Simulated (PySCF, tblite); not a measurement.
# C5H15NSSi: geometry, infrared bands and NMR shifts

Aim: predict the infrared bands and NMR shifts of C5H15NSSi (`CS[SiH2]C(C)(C)CN`).

Programs: tblite 0.8.0 and PySCF 2.14.0, with density-fitted response routines of our own. Each step states its level of theory. These are calculated values for one molecule in the gas phase, unless marked as measured. Atoms are numbered from 0 throughout.

## (1) Starting geometry

23 atoms, charge 0, multiplicity 1; geometry from: force field or distance geometry start.

Bonds of the start (Å): C0–S1 1.83, S1–Si2 2.14, Si2–C3 1.84, C3–C4 1.52, C3–C5 1.53, C3–C6 1.51, C6–N7 1.45, C0–H8 1.13, C0–H9 1.09, C0–H10 1.13, Si2–H11 1.47, Si2–H12 1.49, C4–H13 1.12, C4–H14 1.09, C4–H15 1.12, C5–H16 1.12, C5–H17 1.11, C5–H18 1.10, C6–H19 1.10, C6–H20 1.14, N7–H21 1.04, N7–H22 1.05.

## (2) Geometry optimisation with GFN2-xTB

What the job is given:

```
{"job": {"kind": "relax", "xc": "GFN2-xTB", "basis": "xTB"}, "charge": 0, "multiplicity": 1}
C      3.834800    -0.784000    -0.438500
S      2.101200    -1.060800    -0.957300
Si     0.890300     0.586300    -0.333600
C     -0.733500    -0.022700     0.275100
C     -1.117600     0.665000     1.574800
C     -0.740500    -1.518500     0.586100
C     -1.873600     0.179500    -0.693100
N     -2.102900     1.570600    -1.019700
H      3.871500    -1.036600     0.661300
H      4.534000    -1.421500    -0.982300
H      4.080700     0.306300    -0.588500
H      0.772800     1.611800    -1.374900
H      1.596600     1.209700     0.816000
H     -1.329400     1.731300     1.322800
H     -0.323700     0.557200     2.319700
H     -2.083800     0.268400     1.986000
H     -0.228000    -2.046600    -0.256200
H     -1.756800    -1.952600     0.644200
H     -0.220300    -1.757900     1.530800
H     -1.827500    -0.486500    -1.565700
H     -2.802200    -0.150700    -0.127900
H     -1.451000     1.913200    -1.760400
H     -3.095900     1.666100    -1.335500
```

The run is started by

```console
$ OMP_NUM_THREADS=1 python probes_run.py task.json out
```

One launch serves the whole session: the jobs run in the order shown.

**Question.** This job is followed by: GFN2-xTB harmonic vibrations, gas phase; GIAO PBE0/pcSseg-1 NMR shielding, non-relativistic, gas phase. Predict these results of the whole session: strongest single infrared mode (GFN2-xTB); zero-point energy (GFN2-xTB); 13C shifts against TMS (PBE0/pcSseg-1, means over atoms taken as alike); 1H shifts against TMS (PBE0/pcSseg-1, means over atoms taken as alike); 33S shifts against CS2 (PBE0/pcSseg-1); 29Si shifts against TMS (PBE0/pcSseg-1); 15N shifts against NH3 (PBE0/pcSseg-1).

As calculated:

```
                                                               quantity                             value
                              strongest single infrared mode (GFN2-xTB)              720 cm⁻¹, 373 km/mol
                                           zero-point energy (GFN2-xTB)                    120.6 kcal/mol
13C shifts against TMS (PBE0/pcSseg-1, means over atoms taken as alike)        56.8, 29.3, 25.5, 13.8 ppm
 1H shifts against TMS (PBE0/pcSseg-1, means over atoms taken as alike)  4.57, 2.67, 2.01, 1.18, 0.88 ppm
                                 33S shifts against CS2 (PBE0/pcSseg-1)                          -230 ppm
                                29Si shifts against TMS (PBE0/pcSseg-1)                          -8.8 ppm
                                 15N shifts against NH3 (PBE0/pcSseg-1)                          37.3 ppm
```

The optimisation took 211 steps and gained 0.682 eV; among the close pairs (by a distance rule), Si2–C3 changed most, from 1.838 to 1.905 Å. No mode is imaginary among the 63: a minimum at this level. The strongest single mode, at 720 cm⁻¹, is carried by H12, H11, Si2. Unscaled tight-binding wavenumbers are off by several per cent, some by more. Its intensities can rank the bands wrongly. At PBE0/pcSseg-1: The widest tensor belongs to S1: span 282 ppm, with a paramagnetic part of -328 ppm.
